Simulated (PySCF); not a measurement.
# MgTe at other levels of theory

Aim: see what other levels and later steps give for MgTe.

The runs use PySCF 2.14.0; each script names its method and basis.

4 further runs of the same task are left out: 1 for a known fault of the program, 3 that didn't finish.

**1. The system as given**

MgTe: 2 atoms, charge 0, spin multiplicity 1.

Bond lengths: Mg1–Te2 2.488 Å.

**2. The run that the others are compared with**

The input, input.py:

```python
from pyscf import gto, scf

mol = gto.M(
    atom='Mg 0 0 0; Te 0 0 2.488',
    basis='sbkjc',
    ecp={'Mg': 'sbkjc', 'Te': 'sbkjc'},
    charge=0,
    spin=0,
    verbose=3,
)
mf = scf.RHF(mol)
mf.kernel()
mf.stability(internal=True, external=True)
mf.dip_moment()
print('orbital energies (hartree):', mf.mo_energy[..., max(0, mol.nelec[1]-3):mol.nelec[0]+3].round(4))
```

The run is started by

```
$ python input.py
```

Its log is not repeated here.

In short: E(SCF) = -8.630026 Eh, μ = 8.27 D, internal stable; real -> complex stable; RHF/RKS -> UHF/UKS unstable.

The bond length is a typed value, not an optimised one.

**3. Geometry optimisation**

Run 1 changes step after the SCF: stability → optimize.

The input, input.py:

```python
from pyscf import gto, scf
from pyscf.geomopt.geometric_solver import optimize

mol = gto.M(
    atom='Mg 0 0 0; Te 0 0 2.488',
    basis='sbkjc',
    ecp={'Mg': 'sbkjc', 'Te': 'sbkjc'},
    charge=0,
    spin=0,
    verbose=3,
)
mf = scf.RHF(mol)
mf.kernel()
mol_eq = optimize(mf, maxsteps=30)
print('optimised geometry (angstrom)')
print(mol_eq.tostring('raw'))
print('orbital energies (hartree):', mf.mo_energy[..., max(0, mol.nelec[1]-3):mol.nelec[0]+3].round(4))
```

The run is started by

```
$ python input.py
```

**4. SCF alone**

Run 2 changes step after the SCF: stability → none.

Edit input.py of step 2 so:

```diff
@@ -12,3 +12,2 @@
 mf.kernel()
-mf.stability(internal=True, external=True)
 mf.dip_moment()
```

**5. MP2**

Run 3 changes step after the SCF: stability → mp2.

Edit input.py of step 2 so:

```diff
@@ -1,2 +1,2 @@
-from pyscf import gto, scf
+from pyscf import gto, scf, mp
 
@@ -12,3 +12,3 @@
 mf.kernel()
-mf.stability(internal=True, external=True)
+mp.MP2(mf).kernel()
 mf.dip_moment()
```

Q: Predict the outcome of this session. Wanted: for each run, E(SCF); from base; SCF dipole; after the SCF.

**Answer**, as computed:

```
                  run  E(SCF) (hartree)  from base (eV)  SCF dipole (D)                 after the SCF
                 base         -8.630026               0            8.27  unstable: RHF/RKS -> UHF/UKS
geometry optimisation         -8.630026          0.0000             n/a       bond 2.568 Å, -0.024 eV
            SCF alone         -8.630026          0.0000            8.27                           n/a
                  MP2         -8.630026          0.0000            8.27     MP2 correlation -1.339 eV
```

SCF columns refer to the geometry typed in the script.

What this shows: Total energies from different bases, Hamiltonians or methods carry different errors, so properties are taken as differences within one set-up.
